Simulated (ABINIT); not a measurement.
HfB:

```xyz
2
Lattice="0.0000 2.3100 2.3100 2.3100 0.0000 2.3100 2.3100 2.3100 0.0000" Properties=species:S:1:pos:R:3 pbc="T T T"
Hf    2.3100    2.3100    2.3100
B     0.0000    0.0000    0.0000
```

Base run:

- Program: ABINIT 10.8.3 (patched build)
- Functional: revPBE
- Potentials or basis: JTH PAW PBE v2.0
- Cutoff: 626 eV
- k mesh: 10 × 10 × 10
- Occupations: fermi-dirac, width 0.05 eV
- Spin: no spin polarisation

Its results: band gap on the k mesh none (metal or under the smearing width); pressure 33.4 GPa.

Q: The run is repeated on the same cell with these changes: functional from revPBE to LDA. What comes out?

A: Band gap on the k mesh none (metal or under the smearing width); pressure 19.3 GPa.

LDA binds more tightly than revPBE, so the same cell stands under less pressure.

Caveats: the PAW data sets were made with another functional, which shifts forces and pressure a little; spin-orbit coupling is left out, which moves the levels of the heavy elements; a pressure of tens of GPa on the cell as given is suspect, and the run, the potentials or the cell itself is likely at fault (some runs).
